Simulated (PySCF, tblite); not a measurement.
# C₈H₈O₂: vibronic structure

What do calculations give for the vibronic structure of C₈H₈O₂ (`COc1ccccc(=O)c1`)?

Computed with tblite 0.8.0 and PySCF 2.14.0 and routines of our own; the level stands in each step. Atoms count from 0.

## Step 1: The starting structure

18 atoms, charge 0, multiplicity 1; geometry from: force field or distance geometry start.

## Step 2: Geometry optimisation with GFN2-xTB

What the job is given:

```
{"job": {"kind": "relax", "xc": "GFN2-xTB", "basis": "xTB"}, "charge": 0, "multiplicity": 1}
C     -2.878300     0.316900     0.077900
O     -1.991600     0.052500    -1.007900
C     -0.648500     0.022100    -0.547000
C     -0.136500    -1.175200    -0.299100
C      1.072600    -1.600500     0.117200
C      2.199000    -0.942700     0.389900
C      2.430800     0.375400     0.345500
C      1.410400     1.421100    -0.030900
O      1.777000     2.571400     0.042200
C     -0.027000     1.199200    -0.478700
H     -3.908600     0.281100    -0.319800
H     -2.721200     1.316500     0.493400
H     -2.803500    -0.436000     0.875400
H     -0.839800    -2.004800    -0.446800
H      1.150700    -2.676500     0.224100
H      3.051100    -1.556400     0.707700
H      3.417400     0.748600     0.612100
H     -0.562700     2.093800    -0.766800
```

Started as:

```sh
$ OMP_NUM_THREADS=1 python excited_run.py task.json out
```

The driver reads the jobs from task.json and runs them one after another.

Output:

```text
step      E/eV     max force
  0    -795.57530    4.617
  1    -795.95229    2.611
  2    -796.08275    1.120
  3    -796.14725    0.856
  4    -796.20138    0.890
  5    -796.25555    0.529
  6    -796.27108    0.455
  7    -796.28569    0.284
  8    -796.29335    0.215
  9    -796.29785    0.149
 10    -796.29925    0.116
 11    -796.30024    0.088
 12    -796.30136    0.082
 13    -796.30252    0.066
 14    -796.30305    0.055
 15    -796.30333    0.040
 16    -796.30356    0.042
 17    -796.30380    0.042
 18    -796.30399    0.031
 19    -796.30413    0.027
 20    -796.30430    0.036
 21    -796.30452    0.044
 22    -796.30476    0.037
 23    -796.30500    0.035
 24    -796.30524    0.033
 25    -796.30549    0.048
 26    -796.30576    0.053
 27    -796.30598    0.046
 28    -796.30615    0.039
 29    -796.30631    0.044
 30    -796.30652    0.054
 31    -796.30680    0.060
 32    -796.30712    0.053
 33    -796.30748    0.051
 34    -796.30794    0.078
 35    -796.30859    0.092
 36    -796.30938    0.086
 37    -796.31027    0.081
 38    -796.31125    0.082
 39    -796.31263    0.097
 40    -796.31492    0.168
 41    -796.31764    0.177
 42    -796.29688    0.795
 43    -796.32232    0.169
 44    -796.32624    0.150
 45    -796.34157    0.499
 46    -796.35222    0.273
 47    -796.36857    0.512
 48    -796.38176    0.282
 49    -796.39581    0.500
 50    -796.41240    0.362
 51    -796.42300    0.256
 52    -796.43407    0.374
 53    -796.44176    0.366
 54    -796.45064    0.242
 55    -796.45717    0.328
 56    -796.46533    0.459
 57    -796.47590    0.371
 58    -796.48407    0.263
 59    -796.48836    0.188
 60    -796.49167    0.247
 61    -796.49482    0.228
 62    -796.49973    0.190
 63    -796.50419    0.206
 64    -796.51081    0.228
 65    -796.51785    0.246
 66    -796.52635    0.235
 67    -796.53239    0.275
 68    -796.53792    0.224
 69    -796.54187    0.195
 70    -796.54606    0.143
 71    -796.54792    0.120
 72    -796.54992    0.109
 73    -796.55090    0.106
 74    -796.55209    0.096
 75    -796.55376    0.110
 76    -796.55611    0.098
 77    -796.55865    0.120
 78    -796.56084    0.169
 79    -796.56317    0.134
 80    -796.56541    0.141
 81    -796.56963    0.179
 82    -796.57296    0.185
 83    -796.57783    0.181
 84    -796.58155    0.124
 85    -796.58374    0.141
 86    -796.58447    0.150
 87    -796.58588    0.074
 88    -796.58666    0.074
 89    -796.58722    0.055
 90    -796.58749    0.043
 91    -796.58775    0.038
 92    -796.58803    0.034
 93    -796.58835    0.035
 94    -796.58861    0.035
 95    -796.58879    0.028
 96    -796.58894    0.034
 97    -796.58911    0.028
 98    -796.58926    0.023
 99    -796.58937    0.022
100    -796.58943    0.022
101    -796.58949    0.020
102    -796.58957    0.020
103    -796.58969    0.027
104    -796.58985    0.029
105    -796.59003    0.031
106    -796.59025    0.039
107    -796.59055    0.043
108    -796.59095    0.041
109    -796.59150    0.050
110    -796.59216    0.061
111    -796.59290    0.063
112    -796.59372    0.071
113    -796.59452    0.060
114    -796.59516    0.073
115    -796.59562    0.060
116    -796.59606    0.060
117    -796.59655    0.072
118    -796.59714    0.056
119    -796.59757    0.038
120    -796.59773    0.029
121    -796.59784    0.028
122    -796.59793    0.020
123    -796.59799    0.016
124    -796.59803    0.016
125    -796.59808    0.018
126    -796.59814    0.015
127    -796.59819    0.014
128    -796.59822    0.010
```

It took 0.94 s on 1 thread of Arm Neoverse V1, shared host; peak memory 0.18 GiB.

Relaxation path: (not every step is listed)

| step | energy from step 0 (eV) | largest force (eV/Å) |
| --- | --- | --- |
| 0 | 0.0000 | 4.6166 |
| 1 | -0.3770 | 2.6109 |
| 2 | -0.5075 | 1.1202 |
| 3 | -0.5720 | 0.8563 |
| 4 | -0.6261 | 0.8904 |
| 5 | -0.6803 | 0.5292 |
| 6 | -0.6958 | 0.4547 |
| 7 | -0.7104 | 0.2837 |
| 8 | -0.7181 | 0.2152 |
| 19 | -0.7288 | 0.0267 |
| 30 | -0.7312 | 0.0536 |
| 41 | -0.7423 | 0.1766 |
| 52 | -0.8588 | 0.3744 |
| 63 | -0.9289 | 0.2063 |
| 74 | -0.9768 | 0.0962 |
| 85 | -1.0084 | 0.1414 |
| 96 | -1.0136 | 0.0337 |
| 107 | -1.0153 | 0.0428 |
| 118 | -1.0218 | 0.0559 |
| 123 | -1.0227 | 0.0164 |
| 124 | -1.0227 | 0.0158 |
| 125 | -1.0228 | 0.0181 |
| 126 | -1.0228 | 0.0153 |
| 127 | -1.0229 | 0.0137 |
| 128 | -1.0229 | 0.0100 |

Close pairs (by a distance rule), those that changed most:

| bond | before (Å) | after (Å) | change (Å) |
| --- | --- | --- | --- |
| C2–C3 | 1.326 | 1.435 | +0.110 |
| C4–C5 | 1.333 | 1.424 | +0.091 |
| C7–C9 | 1.522 | 1.452 | -0.070 |
| O1–C2 | 1.420 | 1.359 | -0.061 |
| C6–C7 | 1.509 | 1.463 | -0.046 |
| C2–C9 | 1.333 | 1.359 | +0.026 |
| C0–O1 | 1.427 | 1.408 | -0.018 |
| C7–O8 | 1.210 | 1.228 | +0.018 |

The end geometry stands in the next job.

## Step 3: Vibrational analysis with GFN2-xTB

What the job is given:

```
{"job": {"kind": "ir", "xc": "GFN2-xTB", "basis": "xTB"}, "charge": 0, "multiplicity": 1}
C     -2.931084     0.625971    -0.118202
O     -2.048898    -0.471796    -0.103095
C     -0.705815    -0.269886    -0.044096
C     -0.037483    -1.539371    -0.005933
C      1.284349    -1.804494     0.059359
C      2.372106    -0.887006     0.107982
C      2.349251     0.460484     0.103124
C      1.234416     1.405955     0.043820
O      1.478522     2.608961     0.054307
C     -0.148877     0.969800    -0.025996
H     -2.780947     1.250649    -1.003742
H     -2.824499     1.237347     0.782961
H     -3.930191     0.193846    -0.145899
H     -0.726536    -2.373759    -0.033774
H      1.569561    -2.848812     0.079818
H      3.348357    -1.356305     0.156341
H      3.300231     0.979544     0.148792
H     -0.811222     1.825188    -0.067422
```

Output:

```text
mode    cm-1     km/mol
  1      39.7      6.09
  2     114.6      0.26
  3     161.5      5.79
  4     216.5      6.16
  5     236.8      4.44
  6     265.6      0.16
  7     332.4      3.24
  8     393.0      2.31
  9     424.9      0.38
 10     465.8      2.04
 11     499.1      7.38
 12     540.0      3.44
 13     624.0     16.37
 14     643.6      2.42
 15     788.2     57.61
 16     795.6      5.65
 17     825.6      7.85
 18     849.2     23.40
 19     881.7      4.01
 20     943.3      0.17
 21     958.3      0.01
 22     979.6     13.93
 23    1023.0     14.81
 24    1050.7     11.88
 25    1116.5      1.74
 26    1153.8      2.47
 27    1185.4    300.60
 28    1234.3      1.71
 29    1261.6     32.37
 30    1299.0      0.76
 31    1309.8     12.02
 32    1375.2      4.51
 33    1399.6      0.31
 34    1429.4     37.28
 35    1467.3      7.12
 36    1478.7     10.24
 37    1561.2    149.89
 38    1605.7    164.00
 39    1631.9    320.03
 40    1653.9    120.48
 41    2944.2     28.81
 42    2955.0     20.00
 43    3028.8     11.86
 44    3036.2     13.46
 45    3054.7     12.92
 46    3059.9     23.65
 47    3073.9     19.12
 48    3078.4      5.95
```

Run time: 0.66 s. Hardware: 1 thread of Arm Neoverse V1, shared host; peak memory 0.18 GiB.

Which atoms move in the most intense modes:

| cm⁻¹ | km/mol | atoms |
| --- | --- | --- |
| 788 | 57.6 | H14 21 %, C7 18 %, H15 16 %, H13 12 % |
| 1185 | 300.6 | O1 34 %, C2 32 %, H13 12 % |
| 1262 | 32.4 | H14 41 %, H13 22 %, C7 13 % |
| 1429 | 37.3 | H14 15 %, C4 15 %, C3 13 %, H13 12 % |
| 1561 | 149.9 | C3 22 %, C4 21 %, C2 17 %, C9 16 % |
| 1606 | 164.0 | C2 30 %, C9 26 %, C5 18 %, C6 12 % |
| 1632 | 320.0 | C7 52 %, O8 35 % |
| 1654 | 120.5 | C6 22 %, C3 21 %, C4 18 %, C5 17 % |

## Step 4: Vibronic structure: TDDFT PBE0/def2-SV(P)

Settings changed since step 3:

```diff
@@ -1,2 +1,2 @@
-{"job": {"kind": "ir", "xc": "GFN2-xTB", "basis": "xTB"}, "charge": 0, "multiplicity": 1}
+{"job": {"kind": "vib", "xc": "PBE0", "basis": "def2-SV(P)", "tda": false}, "charge": 0, "multiplicity": 1}
 C     -2.931084     0.625971    -0.118202
```

Level: TDDFT PBE0/def2-SV(P) vertical-gradient vibronic structure (displaced harmonic oscillators, Condon), gas phase.

Output:

```text
final grid: 71576 points
cycle   1  E = -458.9965143540  dE =  1.831e+00  |g| = 9.227e-01  |ddm| = 5.127e+00
cycle   2  E = -456.1933405454  dE =  2.803e+00  |g| = 2.811e+00  |ddm| = 3.608e+00
cycle   3  E = -459.0321342988  dE = -2.839e+00  |g| = 7.173e-01  |ddm| = 3.529e+00
cycle   4  E = -459.1681719716  dE = -1.360e-01  |g| = 2.261e-01  |ddm| = 9.482e-01
cycle   5  E = -459.1716796358  dE = -3.508e-03  |g| = 1.780e-01  |ddm| = 4.414e-01
cycle   6  E = -459.1804331637  dE = -8.754e-03  |g| = 3.151e-02  |ddm| = 2.349e-01
cycle   7  E = -459.1806376698  dE = -2.045e-04  |g| = 1.342e-02  |ddm| = 4.933e-02
cycle   8  E = -459.1806814580  dE = -4.379e-05  |g| = 3.560e-03  |ddm| = 2.071e-02
cycle   9  E = -459.1806845282  dE = -3.070e-06  |g| = 1.360e-03  |ddm| = 6.702e-03
cycle  10  E = -459.1806850026  dE = -4.744e-07  |g| = 5.989e-04  |ddm| = 2.129e-03
cycle  11  E = -459.1806850809  dE = -7.822e-08  |g| = 2.314e-04  |ddm| = 1.145e-03
cycle  12  E = -459.1806850950  dE = -1.409e-08  |g| = 9.688e-05  |ddm| = 6.252e-04
cycle  13  E = -459.1806850959  dE = -9.003e-10  |g| = 9.580e-05  |ddm| = 3.441e-04
cycle  14  E = -459.1806850977  dE = -1.880e-09  |g| = 4.006e-06  |ddm| = 1.170e-04
cycle  15  E = -459.1806850977  dE = -1.478e-12  |g| = 3.269e-06  |ddm| = 1.115e-05
converged SCF energy = -459.1806850977

Singlet excitations (eV, f): 3.455 (0.0001)  3.801 (0.0396)  3.957 (0.0001)  4.642 (0.0084)  5.612 (0.2866)  5.875 (0.3560)

State S1  3.4550 eV  f = 0.00013  H-1->L 0.93
  relaxed dipole 1.997 D, largest gradient of the excitation energy 0.1014 Eh/bohr
  mode    cm-1        S   lambda/meV  Raman
   37   1561.2    1.5745     304.8   1.000
   39   1631.9    0.2744      55.5   0.190
   40   1653.9    0.2184      44.8   0.156
   13    624.0    0.4415      34.2   0.045
   38   1605.7    0.1495      29.8   0.100
   31   1309.8    0.1635      26.6   0.073
   16    795.6    0.1279      12.6   0.021
   30   1299.0    0.0620      10.0   0.027
    4    216.5    0.2943       7.9   0.004
   29   1261.6    0.0447       7.0   0.019
   23   1023.0    0.0474       6.0   0.013
   10    465.8    0.0844       4.9   0.005
  reorganisation energy 0.5641 eV, total S 3.695, 0-0 2.8909 eV
  absorption maximum 3.285 eV, width 0.642 eV

State S5  5.6120 eV  f = 0.28662  H->L+1 0.41, H-2->L 0.25, H-2->L+1 0.20
  relaxed dipole 5.429 D, largest gradient of the excitation energy 0.0586 Eh/bohr
  mode    cm-1        S   lambda/meV  Raman
   38   1605.7    0.3791      75.5   1.000
   37   1561.2    0.1983      38.4   0.494
   13    624.0    0.3211      24.8   0.128
   39   1631.9    0.0926      18.7   0.252
   22    979.6    0.0979      11.9   0.096
   27   1185.4    0.0647       9.5   0.093
   23   1023.0    0.0453       5.8   0.049
   40   1653.9    0.0236       4.8   0.066
   31   1309.8    0.0263       4.3   0.046
   16    795.6    0.0397       3.9   0.026
    4    216.5    0.1455       3.9   0.007
    8    393.0    0.0543       2.6   0.009
  reorganisation energy 0.2152 eV, total S 1.583, 0-0 5.3968 eV
  absorption maximum 5.399 eV, width 0.244 eV

State S6  5.8749 eV  f = 0.35602  H-2->L+1 0.70, H->L+1 0.16, H-2->L 0.09
  relaxed dipole 5.479 D, largest gradient of the excitation energy 0.0431 Eh/bohr
  mode    cm-1        S   lambda/meV  Raman
   38   1605.7    0.1287      25.6   1.000
   13    624.0    0.2561      19.8   0.300
   39   1631.9    0.0791      16.0   0.635
   11    499.1    0.2260      14.0   0.170
    8    393.0    0.2815      13.7   0.131
   23   1023.0    0.0986      12.5   0.311
   34   1429.4    0.0577      10.2   0.355
   40   1653.9    0.0467       9.6   0.385
   17    825.6    0.0782       8.0   0.161
    7    332.4    0.1636       6.7   0.054
   22    979.6    0.0530       6.4   0.153
   37   1561.2    0.0328       6.3   0.241
  reorganisation energy 0.1743 eV, total S 1.728, 0-0 5.7006 eV
  absorption maximum 5.703 eV, width 0.286 eV

State T1  2.4646 eV  f = 0.00000  H->L 0.90
  relaxed dipole 2.741 D, largest gradient of the excitation energy 0.1103 Eh/bohr
  mode    cm-1        S   lambda/meV  Raman
   37   1561.2    2.2109     428.0   1.000
   38   1605.7    0.1727      34.4   0.083
    7    332.4    0.5609      23.1   0.012
   31   1309.8    0.1319      21.4   0.042
   27   1185.4    0.0361       5.3   0.009
   32   1375.2    0.0267       4.6   0.009
   30   1299.0    0.0278       4.5   0.009
    8    393.0    0.0603       2.9   0.002
   24   1050.7    0.0184       2.4   0.004
    4    216.5    0.0836       2.2   0.001
   39   1631.9    0.0111       2.2   0.005
   23   1023.0    0.0159       2.0   0.003
  reorganisation energy 0.5403 eV, total S 3.420, 0-0 1.9243 eV
  absorption maximum 2.314 eV, width 0.636 eV
```

Run time: 53 s. Hardware: 1 thread of Arm Neoverse V1, shared host; peak memory 0.94 GiB.

Orbitals, density, ELF and potential are computed afterwards from the orbital file.

Frontier orbitals at PBE0/def2-SV(P), with the share of their density that lies nearest to each atom:

| orbital | energy (eV) | lies on |
| --- | --- | --- |
| HOMO | -6.68 | O8 27 %; C9 22 %; C3, C4, C6 about 9 % each |
| LUMO | -2.10 | C3, C6 about 20 % each; C4, C9 about 14 % each; C5 9 % |

ELF in a plane through or near 16 of the atoms.

Ten even steps from ' ' (0.00) to '@' (1.00):
```
                                                        
                                                        
                    ..::::..                            
                  --**######++..                        
                  ==%%%%**@@##::                        
          ..%%@@--  ++##++##::  ==++                    
          ++@@@@@@----==::==..**@@@@==                  
          ::@@@@@@--@@++--@@==##@@@@    ..              
              --==++++******----**..  ++**--            
        ::++**++**%%++    ==%%@@--  ::--..====::        
      ..%%@@@@%%++::==    ----::++++##::--%%@@@@++      
      ..@@@@@@@@++@@##====%%%%::%%====++**@@@@@@%%      
        --%%**::----##**::##**====%%%%--  %%@@@@==      
              ..##@@**++++**@@**  **##::    ++..        
              %%@@@@@@::==@@@@@@    ..                  
              **@@@@##  ::@@@@@@..                      
                ..--      ::==::                        
                                                        
                                                        
                                                        
```
The map spans 12.9 Å across and 11.0 Å up, centred on the molecule. Atoms in the plane (x, y in Å): C0 (3.0, -0.1), O1 (1.9, -0.9), C2 (0.6, -0.4), C3 (-0.3, -1.5), C4 (-1.7, -1.5), C5 (-2.5, -0.3), C6 (-2.2, 1.0), C7 (-0.9, 1.7), O8 (-0.8, 2.9), C9 (0.4, 0.9), H12 (3.9, -0.7), H13 (0.2, -2.5), H14 (-2.2, -2.4), H15 (-3.6, -0.5), H16 (-3.0, 1.7), H17 (1.2, 1.6).

On the surface of density 0.002 e/bohr³ the electrostatic potential runs, from the 1st to the 99th percentile, from -2.11 V near O8 to 1.08 V near H14.

## Step 5: Vibronic structure: TDDFT B97-2/6-31G

Settings changed since step 4:

```diff
@@ -1,2 +1,2 @@
-{"job": {"kind": "vib", "xc": "PBE0", "basis": "def2-SV(P)", "tda": false}, "charge": 0, "multiplicity": 1}
+{"job": {"kind": "vib", "xc": "B97-2", "basis": "6-31G", "tda": false, "grid": 2}, "charge": 0, "multiplicity": 1}
 C     -2.931084     0.625971    -0.118202
```

Method: TDDFT B97-2/6-31G vertical-gradient vibronic structure (displaced harmonic oscillators, Condon), gas phase.

Output:

```text
coarse grid: 15824 points
cycle   1  E = -459.6541237297  dE =  1.966e+00  |g| = 9.486e-01  |ddm| = 4.575e+00
cycle   2  E = -456.6523904989  dE =  3.002e+00  |g| = 2.831e+00  |ddm| = 3.945e+00
cycle   3  E = -459.6769329270  dE = -3.025e+00  |g| = 7.793e-01  |ddm| = 3.793e+00
cycle   4  E = -459.8422009143  dE = -1.653e-01  |g| = 2.443e-01  |ddm| = 9.596e-01
cycle   5  E = -459.8464176313  dE = -4.217e-03  |g| = 2.006e-01  |ddm| = 5.325e-01
cycle   6  E = -459.8578277607  dE = -1.141e-02  |g| = 3.661e-02  |ddm| = 2.663e-01
cycle   7  E = -459.8581161230  dE = -2.884e-04  |g| = 1.412e-02  |ddm| = 5.464e-02
cycle   8  E = -459.8581659523  dE = -4.983e-05  |g| = 5.089e-03  |ddm| = 2.168e-02
cycle   9  E = -459.8581726654  dE = -6.713e-06  |g| = 1.314e-03  |ddm| = 6.948e-03
final grid: 155056 points
cycle  10  E = -459.7698660281  dE = -3.190e-05  |g| = 6.709e-03  |ddm| = 4.265e-02
cycle  11  E = -459.7698462188  dE =  1.981e-05  |g| = 1.181e-02  |ddm| = 1.805e-02
cycle  12  E = -459.7698751009  dE = -2.888e-05  |g| = 1.346e-03  |ddm| = 1.437e-02
cycle  13  E = -459.7698755166  dE = -4.157e-07  |g| = 2.497e-04  |ddm| = 1.962e-03
cycle  14  E = -459.7698755246  dE = -7.977e-09  |g| = 1.530e-04  |ddm| = 5.217e-04
cycle  15  E = -459.7698755296  dE = -4.979e-09  |g| = 5.547e-05  |ddm| = 2.605e-04
cycle  16  E = -459.7698755304  dE = -8.092e-10  |g| = 1.256e-05  |ddm| = 8.485e-05
converged SCF energy = -459.7698755304

Singlet excitations (eV, f): 3.451 (0.0004)  3.870 (0.0386)  3.925 (0.0001)  4.658 (0.0102)  5.597 (0.2197)  5.853 (0.4204)

State S1  3.4507 eV  f = 0.00039  H-1->L 0.95
  relaxed dipole 1.896 D, largest gradient of the excitation energy 0.1023 Eh/bohr
  mode    cm-1        S   lambda/meV  Raman
   37   1561.2    1.6425     317.9   1.000
   39   1631.9    0.2932      59.3   0.195
   40   1653.9    0.1974      40.5   0.135
   13    624.0    0.4416      34.2   0.043
   38   1605.7    0.1326      26.4   0.085
   31   1309.8    0.1527      24.8   0.065
   16    795.6    0.1478      14.6   0.023
    4    216.5    0.3200       8.6   0.004
   30   1299.0    0.0492       7.9   0.021
   29   1261.6    0.0443       6.9   0.018
   23   1023.0    0.0501       6.4   0.013
   10    465.8    0.0907       5.2   0.005
  reorganisation energy 0.5743 eV, total S 3.795, 0-0 2.8764 eV
  absorption maximum 3.270 eV, width 0.656 eV

State S5  5.5965 eV  f = 0.21969  H-2->L+1 0.32, H->L+1 0.31, H-2->L 0.21
  relaxed dipole 5.701 D, largest gradient of the excitation energy 0.0601 Eh/bohr
  mode    cm-1        S   lambda/meV  Raman
   38   1605.7    0.4619      92.0   1.000
   13    624.0    0.3514      27.2   0.115
   37   1561.2    0.1245      24.1   0.255
   39   1631.9    0.0826      16.7   0.185
   22    979.6    0.1238      15.0   0.100
   27   1185.4    0.0509       7.5   0.060
   40   1653.9    0.0353       7.2   0.081
   23   1023.0    0.0542       6.9   0.048
    4    216.5    0.2202       5.9   0.009
   17    825.6    0.0344       3.5   0.020
   16    795.6    0.0338       3.3   0.018
   31   1309.8    0.0166       2.7   0.024
  reorganisation energy 0.2240 eV, total S 1.717, 0-0 5.3725 eV
  absorption maximum 5.374 eV, width 0.254 eV

State S6  5.8528 eV  f = 0.42043  H-2->L+1 0.58, H->L+1 0.23, H-2->L 0.14
  relaxed dipole 5.574 D, largest gradient of the excitation energy 0.0480 Eh/bohr
  mode    cm-1        S   lambda/meV  Raman
   38   1605.7    0.1284      25.6   1.000
   13    624.0    0.2516      19.5   0.296
   39   1631.9    0.0708      14.3   0.569
   34   1429.4    0.0787      13.9   0.486
    8    393.0    0.2737      13.3   0.128
   11    499.1    0.2154      13.3   0.162
   27   1185.4    0.0820      12.1   0.348
   17    825.6    0.0964       9.9   0.199
   37   1561.2    0.0445       8.6   0.328
   23   1023.0    0.0595       7.5   0.188
   29   1261.6    0.0428       6.7   0.206
   31   1309.8    0.0406       6.6   0.211
  reorganisation energy 0.1742 eV, total S 1.649, 0-0 5.6787 eV
  absorption maximum 5.681 eV, width 0.248 eV

State T1  2.6116 eV  f = 0.00000  H->L 0.92
  relaxed dipole 2.767 D, largest gradient of the excitation energy 0.1082 Eh/bohr
  mode    cm-1        S   lambda/meV  Raman
   37   1561.2    2.2491     435.4   1.000
   38   1605.7    0.1520      30.3   0.072
   31   1309.8    0.1391      22.6   0.044
    7    332.4    0.5433      22.4   0.011
   27   1185.4    0.0343       5.0   0.009
   32   1375.2    0.0276       4.7   0.010
   30   1299.0    0.0265       4.3   0.008
   39   1631.9    0.0157       3.2   0.008
    4    216.5    0.0913       2.5   0.001
    8    393.0    0.0488       2.4   0.001
   23   1023.0    0.0181       2.3   0.003
   24   1050.7    0.0172       2.2   0.003
  reorganisation energy 0.5432 eV, total S 3.416, 0-0 2.0684 eV
  absorption maximum 2.458 eV, width 0.634 eV
```

Run time: 46 s. Hardware: 1 thread of Arm Neoverse V1, shared host; peak memory 0.86 GiB.

## Step 6: Outcome

| quantity | value |
| --- | --- |
| strongest single infrared mode (GFN2-xTB) | 1632 cm⁻¹, 320 km/mol |
| zero-point energy (GFN2-xTB) | 86.4 kcal/mol |
| S1: vertical, reorganisation, 0-0, total S (step 4, TDDFT PBE0/def2-SV(P), modes from GFN2-xTB) | 3.46, 0.56, 2.89 eV; 3.7 |
| S5: vertical, reorganisation, 0-0, total S (step 4, TDDFT PBE0/def2-SV(P), modes from GFN2-xTB) | 5.61, 0.22, 5.40 eV; 1.6 |
| S6: vertical, reorganisation, 0-0, total S (step 4, TDDFT PBE0/def2-SV(P), modes from GFN2-xTB) | 5.87, 0.17, 5.70 eV; 1.7 |
| surface potential, 1st and 99th percentile | -2.11 V and 1.08 V |
| S1: vertical, reorganisation, 0-0, total S (step 5, TDDFT B97-2/6-31G, modes from GFN2-xTB) | 3.45, 0.57, 2.88 eV; 3.8 |
| S5: vertical, reorganisation, 0-0, total S (step 5, TDDFT B97-2/6-31G, modes from GFN2-xTB) | 5.60, 0.22, 5.37 eV; 1.7 |
| S6: vertical, reorganisation, 0-0, total S (step 5, TDDFT B97-2/6-31G, modes from GFN2-xTB) | 5.85, 0.17, 5.68 eV; 1.6 |

**Reading.** All 48 modes are real, so the xTB geometry is a minimum. The strongest single mode, at 1632 cm⁻¹, moves mainly C7 and O8. Unscaled tight-binding wavenumbers are off by several per cent, some by more. Its intensities can rank the bands wrongly. The vibronic model keeps the ground-state modes (from xTB) and shifts them along the gradient alone, so it can miss much of the relaxation that a full optimisation finds. At PBE0/def2-SV(P), counted by nearest atom on the grid, the HOMO lies on O8 27 %; C9 22 %, the LUMO on C3, C6 about 20 % each; C4, C9 about 14 % each.
